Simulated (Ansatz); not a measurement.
# MnNi3: equal strain of all cell vectors

How does MnNi3 answer equal strain of all cell vectors between -3 and +3 %? At each strain the shape is held and the atoms relax, within the symmetry that is left.

Method: DFT PBEsol, scalar-relativistic, plane waves, PAW, in Ansatz 0.2.0.

3 further runs of the same task are left out: 3 set aside as unsound or not needed.

## Step 1: The system as given

It takes space group Pm-3m (No. 221, cubic). Conventional cell: a = 3.504 Å, b = 3.504 Å, c = 3.504 Å, α = 90.00°, β = 90.00°, γ = 90.00°. Around Mn (site symmetry m-3m) lie 12 Ni at 2.48 Å. Ni (site symmetry 4/mmm) has 4 Mn at 2.48 Å and 8 Ni at 2.48 Å in its first shell of neighbours.

As a file:

```cif
data_structure
_symmetry_space_group_name_H-M 'P 1'
_symmetry_Int_Tables_number 1
_cell_length_a 3.5045
_cell_length_b 3.5045
_cell_length_c 3.5045
_cell_angle_alpha 90.000
_cell_angle_beta 90.000
_cell_angle_gamma 90.000
_cell_volume 43.04
loop_
_atom_site_label
_atom_site_type_symbol
_atom_site_fract_x
_atom_site_fract_y
_atom_site_fract_z
_atom_site_occupancy
Mn1 Mn 0.00000 0.00000 0.00000 1
Ni1 Ni 0.00000 0.50000 0.50000 1
Ni2 Ni 0.50000 0.00000 0.50000 1
Ni3 Ni 0.50000 0.50000 0.00000 1
```

It is the result of an earlier relaxation at this level (volume 10.76 Å³/atom; gap on the mesh: none (metal), site moments up to 3.0 μB).

## Step 2: Reference cell for the strains

Input file input.yaml:

```yaml
crystal:
  lattice:
    - [3.5044581153, 0.0, 0.0]
    - [0.0, 3.5044581153, 0.0]
    - [0.0, 0.0, 3.5044581153]
  atoms:
    - { symbol: Mn, position: [0.0, 0.0, 0.0], spin: 3.27 }
    - { symbol: Ni, position: [0.0, 0.5, 0.5], spin: 0.59 }
    - { symbol: Ni, position: [0.5, 0.0, 0.5], spin: 0.59 }
    - { symbol: Ni, position: [0.5, 0.5, 0.0], spin: 0.59 }
basis:
  ecutwfc: 420
kpoints:
  mp_grid: { grid: [16, 16, 16] }
hamiltonian:
  xc: pbesol
scf:
  occupations: { method: gaussian, width: 0.1 }
output:
  forces: true
  stress: true
  eigenvalues: true
  populations: true
magnetization:
  spin_polarized: true
```

Run with:

```sh
$ ansatz run input.yaml --threads 1 --pin off --max-ram 2560MiB --backend cpu --events-out ev --progress --plain --runs-dir out
```

The session goes on with these runs: the cell strained by -1.0 %; strain +1.0 %; strain -2.0 %; the cell strained by +2.0 %; the cell strained by -3.0 %; strain +3.0 %.

Q: Predict the outcome of this session. Wanted: (1/V) d²E/dε² at zero strain, cubic fit.

**Answer**, as computed:

| quantity | value |
| --- | --- |
| largest energy cost | 63.7 meV/atom at -3.0 % |
| (1/V) d²E/dε² at zero strain, cubic fit | 1878 GPa |

In words: From the curvature follows nine times the bulk modulus at fixed shape: 1878 GPa. Compression by 3 % costs 63.7 meV/atom and stretching 49.8.
